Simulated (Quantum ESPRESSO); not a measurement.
# AlIn (P6/mmm) in Quantum ESPRESSO: notebook

One crystal, AlIn, is run at these levels: PBE; tasks: phonons.

All numbers are computed with Quantum ESPRESSO 7.5; they aren't measurements. Logs are shortened: lines on timing, memory, paths and dates and some standing lists are left out, and cuts for length are marked.

## (1) The crystal as given

Symmetry: P6/mmm, No. 191, hexagonal system. The conventional cell has a = 3.054 Å, b = 3.054 Å, c = 5.828 Å, α = 90.00°, β = 90.00°, γ = 120.00°. Al (site symmetry 6/mmm) is surrounded by 2 In at 2.91 Å and 6 Al at 3.05 Å. In (site symmetry 6/mmm) is surrounded by 2 Al at 2.91 Å and 6 In at 3.05 Å.

The cell was built by a generator and needn't be a form met in nature.

## (2) Phonons, PBE

Contents of pw.in:

```
&CONTROL
  calculation = 'scf'
  prefix = 'pwscf'
  outdir = './tmp'
  pseudo_dir = './pseudo'
  tprnfor = .true.
  tstress = .true.
  disk_io = 'low'
/
&SYSTEM
  ibrav = 0
  celldm(1) = 8
  nat = 2
  ntyp = 2
  ecutwfc = 63
  nbnd = 14
  occupations = 'smearing'
  smearing = 'mv'
  degauss = 0.01469973
/
&ELECTRONS
  conv_thr = 4d-10
  electron_maxstep = 120
  mixing_beta = 0.5
/
ATOMIC_SPECIES
Al    26.9815 13_Al_3_1.9_1.9_pbe_n_v1.0.upf
In   114.8180 49_In_13_2.5_3.1_pbe_n_v1.0.upf
CELL_PARAMETERS alat
  0.7214336561254   0.0000000000000   0.0000000000000
 -0.3607180091415   0.6247812513238   0.0000000000000
  0.0000000000000   0.0000000000000   1.3766702061052
ATOMIC_POSITIONS crystal
Al     0.0000000000    0.0000000000    0.0000000000
In     0.0000000000    0.0000000000    0.5000000000
K_POINTS automatic
8 8 4 0 0 0
```

Contents of scf2.in:

```
&CONTROL
  calculation = 'scf'
  prefix = 'pwscf'
  outdir = './tmp'
  pseudo_dir = './pseudo'
  tprnfor = .true.
  tstress = .true.
  disk_io = 'low'
/
&SYSTEM
  ibrav = 0
  celldm(1) = 8
  nat = 2
  ntyp = 2
  ecutwfc = 63
  nbnd = 14
  occupations = 'smearing'
  smearing = 'mv'
  degauss = 0.01469973
/
&ELECTRONS
  conv_thr = 1d-13
  electron_maxstep = 120
  mixing_beta = 0.5
  startingpot = 'file'
  startingwfc = 'file'
/
ATOMIC_SPECIES
Al    26.9815 13_Al_3_1.9_1.9_pbe_n_v1.0.upf
In   114.8180 49_In_13_2.5_3.1_pbe_n_v1.0.upf
CELL_PARAMETERS alat
  0.7214336561254   0.0000000000000   0.0000000000000
 -0.3607180091415   0.6247812513238   0.0000000000000
  0.0000000000000   0.0000000000000   1.3766702061052
ATOMIC_POSITIONS crystal
Al     0.0000000000    0.0000000000    0.0000000000
In     0.0000000000    0.0000000000    0.5000000000
K_POINTS automatic
8 8 4 0 0 0
```

Contents of ph.in:

```
phonons of AlIn
&INPUTPH
  prefix = 'pwscf'
  outdir = './tmp'
  tr2_ph = 1d-18
  fildyn = 'dyn'
  niter_ph = 90
  alpha_mix(1) = 0.4
/
0.0000000000 0.0000000000 0.0000000000
```

Contents of dynmat.in:

```
&INPUT
  fildyn = 'dyn'
  asr = 'crystal'
  filout = 'dynmat.disp'
  fileig = 'dynmat.eig'
/
```

Potentials or basis: SPMS 1.0 PBE.

Launch:

```console
OMP_NUM_THREADS=1 pw.x -in pw.in > pw.out
OMP_NUM_THREADS=1 pw.x -in scf2.in > scf2.out
OMP_NUM_THREADS=1 ph.x -in ph.in > ph.out
OMP_NUM_THREADS=1 dynmat.x -in dynmat.in > dynmat.out
```

pw.out:

```text
This program is part of the open-source Quantum ESPRESSO suite
     for quantum simulation of materials; please cite
         "P. Giannozzi et al., J. Phys.:Condens. Matter 21 395502 (2009);
         "P. Giannozzi et al., J. Phys.:Condens. Matter 29 465901 (2017);
         "P. Giannozzi et al., J. Chem. Phys. 152 154105 (2020);
     in publications or presentations arising from this work. More details at

     Message from routine setup:
     using ibrav=0 with symmetry is DISCOURAGED, use correct ibrav instead

     G-vector sticks info
     --------------------
     sticks:   dense  smooth     PW     G-vecs:    dense   smooth      PW
     Sum         583     583    187                21553    21553    3961

     Using Slab Decomposition

     bravais-lattice index     =            0
     lattice parameter (alat)  =       8.0000  a.u.
     unit-cell volume          =     317.7052 (a.u.)^3
     number of atoms/cell      =            2
     number of atomic types    =            2
     number of electrons       =        16.00
     number of Kohn-Sham states=           14
     kinetic-energy cutoff     =      63.0000  Ry
     charge density cutoff     =     252.0000  Ry
     scf convergence threshold =      4.0E-10
     mixing beta               =       0.5000
     number of iterations used =            8  plain     mixing
     Exchange-correlation= PBE
                           (   1   4   3   4   0   0   0)

     celldm(1)=   8.000000  celldm(2)=   0.000000  celldm(3)=   0.000000
     celldm(4)=   0.000000  celldm(5)=   0.000000  celldm(6)=   0.000000

     crystal axes: (cart. coord. in units of alat)
               a(1) = (   0.721434   0.000000   0.000000 )
               a(2) = (  -0.360718   0.624781   0.000000 )
               a(3) = (   0.000000   0.000000   1.376670 )

     reciprocal axes: (cart. coord. in units 2 pi/alat)
               b(1) = (  1.386129  0.800283 -0.000000 )
               b(2) = (  0.000000  1.600560  0.000000 )
               b(3) = (  0.000000 -0.000000  0.726390 )

     PseudoPot. # 1 for Al read from file:
     13_Al_3_1.9_1.9_pbe_n_v1.0.upf
     Pseudo is Norm-conserving + core correction, Zval =  3.0
     Generated using ONCVPSP code by D. R. Hamann
     Using radial grid of 1872 points,  6 beta functions with:
                l(1) =   0
                l(2) =   0
                l(3) =   1
                l(4) =   1
                l(5) =   2
                l(6) =   2

     PseudoPot. # 2 for In read from file:
     49_In_13_2.5_3.1_pbe_n_v1.0.upf
     Pseudo is Norm-conserving + core correction, Zval = 13.0
     Generated using ONCVPSP code by D. R. Hamann
     Using radial grid of 1966 points,  6 beta functions with:
                l(1) =   0
                l(2) =   0
                l(3) =   1
                l(4) =   1
                l(5) =   2
                l(6) =   2

     atomic species   valence    mass     pseudopotential
     Al                3.00    26.98150     Al( 1.00)
     In               13.00   114.81800     In( 1.00)

      4 Sym. Ops., with inversion, found

   Cartesian axes

     site n.     atom                  positions (alat units)
         1        Al     tau(   1) = (   0.0000000   0.0000000   0.0000000  )
         2        In     tau(   2) = (   0.0000000   0.0000000   0.6883351  )

     number of k points=   102  Marzari-Vanderbilt smearing, width (Ry)=  0.0147

     Number of k-points >= 100: set verbosity='high' to print them.

     Dense  grid:    21553 G-vectors     FFT dimensions: (  30,  30,  60)

     Initial potential from superposition of free atoms

     starting charge      15.9937, renormalised to      16.0000
     Starting wfcs are   13 randomized atomic wfcs +    1 random wfcs

     Self-consistent Calculation

     iteration #  1     ecut=    63.00 Ry     beta= 0.50
     Davidson diagonalization with overlap
     ethr =  1.00E-02,  avg # of iterations =  5.0

     Threshold (ethr) on eigenvalues was too large:
     Diagonalizing with lowered threshold

     Davidson diagonalization with overlap
     ethr =  1.12E-04,  avg # of iterations =  4.1

     total energy              =    -127.52607733 Ry
     estimated scf accuracy    <       0.01810846 Ry

     iteration #  2     ecut=    63.00 Ry     beta= 0.50
     Davidson diagonalization with overlap
     ethr =  1.13E-04,  avg # of iterations =  2.0

     total energy              =    -127.52891607 Ry
     estimated scf accuracy    <       0.00641810 Ry

     iteration #  3     ecut=    63.00 Ry     beta= 0.50
     Davidson diagonalization with overlap
     ethr =  4.01E-05,  avg # of iterations =  2.3

     total energy              =    -127.53021621 Ry
     estimated scf accuracy    <       0.00075945 Ry

     iteration #  4     ecut=    63.00 Ry     beta= 0.50
     Davidson diagonalization with overlap
     ethr =  4.75E-06,  avg # of iterations =  2.3

     total energy              =    -127.53030030 Ry
     estimated scf accuracy    <       0.00004590 Ry

     iteration #  5     ecut=    63.00 Ry     beta= 0.50
     Davidson diagonalization with overlap
     ethr =  2.87E-07,  avg # of iterations =  2.1

     total energy              =    -127.53030565 Ry
     estimated scf accuracy    <       0.00000111 Ry

     iteration #  6     ecut=    63.00 Ry     beta= 0.50
     Davidson diagonalization with overlap
     ethr =  6.92E-09,  avg # of iterations =  3.5

     total energy              =    -127.53030602 Ry
     estimated scf accuracy    <       0.00000018 Ry

     iteration #  7     ecut=    63.00 Ry     beta= 0.50
     Davidson diagonalization with overlap
     ethr =  1.10E-09,  avg # of iterations =  1.7

     total energy              =    -127.53030605 Ry
     estimated scf accuracy    <          2.2E-09 Ry

     iteration #  8     ecut=    63.00 Ry     beta= 0.50
     Davidson diagonalization with overlap
     ethr =  1.40E-11,  avg # of iterations =  3.6

     End of self-consistent calculation

     Number of k-points >= 100: set verbosity='high' to print the bands.

     the Fermi energy is     8.7720 ev

!    total energy              =    -127.53030605 Ry
     estimated scf accuracy    <          1.8E-10 Ry
     smearing contrib. (-TS)   =      -0.00119304 Ry
     internal energy E=F+TS    =    -127.52911302 Ry

     The total energy is F=E-TS. E is the sum of the following terms:
     one-electron contribution =     -53.78208823 Ry
     hartree contribution      =      37.45202360 Ry
     xc contribution           =     -36.98470507 Ry
     ewald contribution        =     -74.21434332 Ry

     convergence has been achieved in   8 iterations

     Forces acting on atoms (cartesian axes, Ry/au):

     atom    1 type  1   force =     0.00000000    0.00000000    0.00000000
     atom    2 type  2   force =     0.00000000    0.00000000    0.00000000

     Total force =     0.000000     Total SCF correction =     0.000000

     Computing stress (Cartesian axis) and pressure

          total   stress  (Ry/bohr**3)                   (kbar)     P=        0.70
   0.00001011  -0.00000001   0.00000000            1.49       -0.00        0.00
  -0.00000001   0.00001013   0.00000000           -0.00        1.49        0.00
   0.00000000   0.00000000  -0.00000603            0.00        0.00       -0.89

=------------------------------------------------------------------------------=
   JOB DONE.
=------------------------------------------------------------------------------=
```

scf2.out:

```text
This program is part of the open-source Quantum ESPRESSO suite
     for quantum simulation of materials; please cite
         "P. Giannozzi et al., J. Phys.:Condens. Matter 21 395502 (2009);
         "P. Giannozzi et al., J. Phys.:Condens. Matter 29 465901 (2017);
         "P. Giannozzi et al., J. Chem. Phys. 152 154105 (2020);
[... 149 lines left out ...]
  -0.00000001   0.00000996   0.00000000           -0.00        1.47        0.00
   0.00000000   0.00000000  -0.00000614            0.00        0.00       -0.90

=------------------------------------------------------------------------------=
   JOB DONE.
=------------------------------------------------------------------------------=
```

ph.out:

```text
This program is part of the open-source Quantum ESPRESSO suite
     for quantum simulation of materials; please cite
         "P. Giannozzi et al., J. Phys.:Condens. Matter 21 395502 (2009);
         "P. Giannozzi et al., J. Phys.:Condens. Matter 29 465901 (2017);
         "P. Giannozzi et al., J. Chem. Phys. 152 154105 (2020);
     in publications or presentations arising from this work. More details at

     IMPORTANT: XC functional enforced from input :
[... 240 lines left out ...]
     freq (   6-   6) =        236.2  [cm-1]   --> A_u             I

     INITIALIZATION:

     DYNAMICAL MATRIX:

      Additional routines

=------------------------------------------------------------------------------=
   JOB DONE.
=------------------------------------------------------------------------------=
```

It took 5.6 min on 1 thread of AMD EPYC 9R45 (Zen 5), shared host; peak memory 0.11 GiB.

What came out:

- Free energy: -1735.1382 eV
- Pressure after relaxing: 0.1 GPa
- Band gap on the k mesh: none (metal or under the smearing width)
- Highest phonon frequency at Γ: 236 cm⁻¹

Stress tensor (GPa, compression positive):
```
 0.15  0.00  0.00
 0.00  0.15  0.00
 0.00  0.00 -0.09
```

Levels at points of the mesh, in eV from the Fermi level:
| k point | band 4 | band 5 | band 6 | band 7 | band 8 | band 9 | band 10 | band 11 | band 12 | band 13 |
| --- | --- | --- | --- | --- | --- | --- | --- | --- | --- | --- |
| (0.00, 0.00, 0.00) | -14.47 | -14.47 | -9.66 | -5.63 | -3.99 | 7.47 | 9.16 | 10.04 | 10.04 | 11.79 |
| (0.00, 0.00, -0.50) | -14.47 | -14.47 | -8.90 | -8.00 | 0.67 | 1.21 | 10.65 | 10.65 | 11.83 | 12.06 |
| (0.00, -0.50, 0.00) | -14.52 | -14.29 | -4.27 | -3.60 | -0.61 | 0.05 | 0.11 | 3.40 | 5.81 | 7.81 |
| (0.00, -0.50, -0.50) | -14.52 | -14.29 | -3.28 | -3.16 | -2.72 | -2.31 | 5.17 | 5.67 | 6.36 | 6.68 |
| (-0.50, 0.00, 0.00) | -14.52 | -14.29 | -4.27 | -3.60 | -0.61 | 0.05 | 0.11 | 3.40 | 5.81 | 7.81 |
| (-0.50, 0.00, -0.50) | -14.52 | -14.29 | -3.28 | -3.16 | -2.72 | -2.31 | 5.17 | 5.67 | 6.36 | 6.68 |
| (-0.50, -0.50, 0.00) | -14.52 | -14.29 | -4.27 | -3.60 | -0.61 | 0.05 | 0.11 | 3.40 | 5.81 | 7.81 |
| (-0.50, -0.50, -0.50) | -14.52 | -14.29 | -3.28 | -3.16 | -2.72 | -2.31 | 5.17 | 5.67 | 6.36 | 6.68 |

Phonon frequencies in cm⁻¹ (negative: imaginary):
| q point | frequencies |
| --- | --- |
| (0.000, 0.000, 0.000) | -15 -15 0 0 1 236 |

Optical modes at Γ, degenerate ones joined:
```csv
cm⁻¹,components,symmetry,active in
15i,2,Bu,IR
236,1,Au,IR
```

Caveat: the mesh is thin for the phonons of a metal; some modes are imaginary.

## (3) Phonons, PBE

pw.in, as its differences from that of step 2:

```diff
@@ -14,3 +14,4 @@
   ntyp = 2
-  ecutwfc = 63
+  ecutwfc = 52
+  ecutrho = 312
   nbnd = 14
@@ -26,4 +27,4 @@
 ATOMIC_SPECIES
-Al    26.9815 13_Al_3_1.9_1.9_pbe_n_v1.0.upf
-In   114.8180 49_In_13_2.5_3.1_pbe_n_v1.0.upf
+Al    26.9815 Al.GGA_PBE-JTH.UPF
+In   114.8180 In.GGA_PBE-JTH.UPF
 CELL_PARAMETERS alat
```

scf2.in, as its differences from that of step 2:

```diff
@@ -14,3 +14,4 @@
   ntyp = 2
-  ecutwfc = 63
+  ecutwfc = 52
+  ecutrho = 312
   nbnd = 14
@@ -28,4 +29,4 @@
 ATOMIC_SPECIES
-Al    26.9815 13_Al_3_1.9_1.9_pbe_n_v1.0.upf
-In   114.8180 49_In_13_2.5_3.1_pbe_n_v1.0.upf
+Al    26.9815 Al.GGA_PBE-JTH.UPF
+In   114.8180 In.GGA_PBE-JTH.UPF
 CELL_PARAMETERS alat
```

ph.in is that of step 2.

dynmat.in is that of step 2.

Potentials or basis: JTH 2.0 PBE.

Launch:

```console
OMP_NUM_THREADS=1 pw.x -in pw.in > pw.out
OMP_NUM_THREADS=1 pw.x -in scf2.in > scf2.out
OMP_NUM_THREADS=1 ph.x -in ph.in > ph.out
OMP_NUM_THREADS=1 dynmat.x -in dynmat.in > dynmat.out
```

pw.out:

```text
This program is part of the open-source Quantum ESPRESSO suite
     for quantum simulation of materials; please cite
         "P. Giannozzi et al., J. Phys.:Condens. Matter 21 395502 (2009);
         "P. Giannozzi et al., J. Phys.:Condens. Matter 29 465901 (2017);
         "P. Giannozzi et al., J. Chem. Phys. 152 154105 (2020);
     in publications or presentations arising from this work. More details at

     file Al.GGA_PBE-JTH.UPF: wavefunction(s)  3S 0S 3P 0P renormalized
     file In.GGA_PBE-JTH.UPF: wavefunction(s)  0S 5P 0P 4D 0D renormalized
     Message from routine setup:
     using ibrav=0 with symmetry is DISCOURAGED, use correct ibrav instead

     G-vector sticks info
     --------------------
     sticks:   dense  smooth     PW     G-vecs:    dense   smooth      PW
     Sum         721     475    163                29497    16113    3131

     Using Slab Decomposition

     bravais-lattice index     =            0
[... 161 lines left out ...]
     Davidson diagonalization with overlap
     ethr =  3.07E-11,  avg # of iterations =  1.3

     negative rho (up, down):  1.108E-03 0.000E+00

     End of self-consistent calculation

     Number of k-points >= 100: set verbosity='high' to print the bands.

     the Fermi energy is     7.9020 ev

!    total energy              =    -450.22278678 Ry
     total all-electron energy =      -450.222787 Ry
     estimated scf accuracy    <          3.1E-10 Ry
     smearing contrib. (-TS)   =      -0.00118865 Ry
     internal energy E=F+TS    =    -450.22159813 Ry

     The total energy is F=E-TS. E is the sum of the following terms:
     one-electron contribution =     -65.38170120 Ry
     hartree contribution      =      54.37166079 Ry
     xc contribution           =     -29.48488376 Ry
     ewald contribution        =     -74.21434331 Ry
     one-center paw contrib.   =    -335.51233066 Ry

     convergence has been achieved in   9 iterations

     negative rho (up, down):  1.108E-03 0.000E+00

     Forces acting on atoms (cartesian axes, Ry/au):

     atom    1 type  1   force =     0.00000000    0.00000000    0.00000000
     atom    2 type  2   force =     0.00000000    0.00000000    0.00000000

     Total force =     0.000000     Total SCF correction =     0.000000

     Computing stress (Cartesian axis) and pressure

     negative rho (up, down):  1.108E-03 0.000E+00
          total   stress  (Ry/bohr**3)                   (kbar)     P=       -3.19
  -0.00001501  -0.00000001   0.00000000           -2.21       -0.00        0.00
  -0.00000001  -0.00001501   0.00000000           -0.00       -2.21        0.00
   0.00000000   0.00000000  -0.00003510            0.00        0.00       -5.16

=------------------------------------------------------------------------------=
   JOB DONE.
=------------------------------------------------------------------------------=
```

Run time: 5 min. Hardware: 1 thread of AMD EPYC 9R45 (Zen 5), shared host; peak memory 0.19 GiB.

What came out:

```
Free energy                   : -6125.5931 eV
Pressure after relaxing       : -0.3 GPa
Band gap on the k mesh        : none (metal or under the smearing width)
Highest phonon frequency at Γ : 236 cm⁻¹
```

Levels at points of the mesh, in eV from the Fermi level:
| k point | band 5 | band 6 | band 7 | band 8 | band 9 | band 10 | band 11 | band 12 |
| --- | --- | --- | --- | --- | --- | --- | --- | --- |
| (0.00, 0.00, 0.00) | -14.42 | -9.66 | -5.62 | -3.99 | 7.44 | 9.18 | 10.03 | 10.03 |
| (0.00, 0.00, -0.50) | -14.42 | -8.90 | -7.99 | 0.66 | 1.23 | 10.65 | 10.65 | 11.83 |
| (0.00, -0.50, 0.00) | -14.24 | -4.26 | -3.60 | -0.62 | 0.05 | 0.10 | 3.42 | 5.79 |
| (0.00, -0.50, -0.50) | -14.24 | -3.27 | -3.16 | -2.72 | -2.30 | 5.17 | 5.69 | 6.33 |
| (-0.50, 0.00, 0.00) | -14.24 | -4.26 | -3.60 | -0.62 | 0.05 | 0.10 | 3.42 | 5.79 |
| (-0.50, 0.00, -0.50) | -14.24 | -3.27 | -3.16 | -2.72 | -2.30 | 5.17 | 5.69 | 6.33 |
| (-0.50, -0.50, 0.00) | -14.24 | -4.26 | -3.60 | -0.62 | 0.05 | 0.10 | 3.42 | 5.79 |
| (-0.50, -0.50, -0.50) | -14.24 | -3.27 | -3.16 | -2.72 | -2.30 | 5.17 | 5.69 | 6.33 |

Phonon frequencies in cm⁻¹ (negative: imaginary):
```csv
q point,frequencies
"(0.000, 0.000, 0.000)",-12 -12 -1 -1 2 236
```

Optical modes at Γ, degenerate ones joined:
| cm⁻¹ | components | symmetry | active in |
| --- | --- | --- | --- |
| 12i | 2 | Bu | IR |
| 236 | 1 | Au | IR |

Caveat: the mesh is thin for the phonons of a metal.

[end of part 1 of 3]
